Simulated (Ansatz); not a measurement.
# BGeH5OSe: the cost of one run

Computed with Ansatz 0.2.0, driven from Python. Level of theory: r2SCAN/def2-SVP.

## 1. The system

Bond lengths: O1–Ge2 1.749 Å, Ge2–B3 2.015 Å, B3–Se4 1.916 Å, O1–H5 1.034 Å, Ge2–H6 1.566 Å, Ge2–H7 1.577 Å, B3–H8 1.218 Å, Se4–H9 1.557 Å. Angles: O1–Ge2–B3 108.4°, O1–Ge2–H6 111.0°, O1–Ge2–H7 108.6°, B3–Ge2–H6 109.7°, B3–Ge2–H7 110.2°, H6–Ge2–H7 108.8°, Ge2–O1–H5 105.4°, Ge2–B3–Se4 121.1°, Ge2–B3–H8 116.7°, Se4–B3–H8 122.0°, B3–Se4–H9 94.8°.

No structure file is read: the coordinates are typed or built in the script.

## 2. The script

The input, tae.py:

```python
"""Atomisation energy of BGeH5OSe at the given geometry."""

from collections import Counter

import ansatz as az

BASIS_SET = "def2-SVP"
XC = "r2SCAN"


def energy_of(molecule, charge=0, unpaired=0):
    calc = (
        molecule.calculation()
        .basis(gaussian=BASIS_SET)
        .functional(XC)
        .accuracy("medium")
        .scf(lower_state_search="standard")
    )
    if charge:
        calc = calc.charge(charge)
    if unpaired:
        calc = calc.spin("collinear", total=unpaired)
    report = calc.run(threads=1, backend="cpu").report
    if report["published_state_doubts"]:
        print("  doubts:", report["published_state_doubts"])
    return report["free_energy_ev"]

geometry_ang = [
    ("O", [-0.2602, 0.4614, -2.08]),
    ("Ge", [0.7192, 0.4884, -0.6312]),
    ("B", [0.0815, -0.979, 0.5944]),
    ("Se", [-1.6861, -0.9549, 1.3327]),
    ("H", [-1.2019, 0.7644, -1.7795]),
    ("H", [0.6084, 1.8706, 0.0967]),
    ("H", [2.2238, 0.2453, -1.036]),
    ("H", [0.8981, -1.8285, 0.9031]),
    ("H", [-1.2943, -0.114, 2.5827]),
]
geometry = az.Crystal.molecule()
for symbol, xyz in geometry_ang:
    geometry = geometry.atom(symbol, xyz)

# unpaired electrons of the ground-state atoms
unpaired = {"O": 2, "Ge": 2, "B": 1, "Se": 2, "H": 1}
counts = Counter(site.symbol for site in geometry.cartesian_sites)
atom_energy = {s: energy_of(az.Crystal.molecule().atom(s, (0, 0, 0)), 0, unpaired[s]) for s in counts}
whole = energy_of(geometry, 0, 0)
for s, e in atom_energy.items():
    print(f"{s:2s} x{counts[s]}  {e:14.5f} eV")
print(f"BGeH5OSe: {whole:.5f} eV")
split = sum(counts[s] * e for s, e in atom_energy.items()) - whole
print(f"atomisation energy (no zero-point term): {split:.3f} eV, {split / sum(counts.values()):.3f} eV an atom")
```

## 3. The calls as engine input

The engine receives this input (first run):

```yaml
crystal:
  periodic: [false, false, false]
  atoms:
    - { symbol: O, position_ang: [0.0, 0.0, 0.0] }
accuracy: medium
basis:
  gaussian:
    orbitals: def2-SVP
hamiltonian:
  xc: r2scan
magnetization:
  spin_polarized: true
  initial_magnetization: 2.0
scf:
  lower_state_search: standard
```

## 4. Launch

The run is started by

```console
> python tae.py
```

Q: Estimate wall time and peak memory on 1 thread of Arm Neoverse V1, shared host.

About 16 s, with a peak of 0.24 GiB.
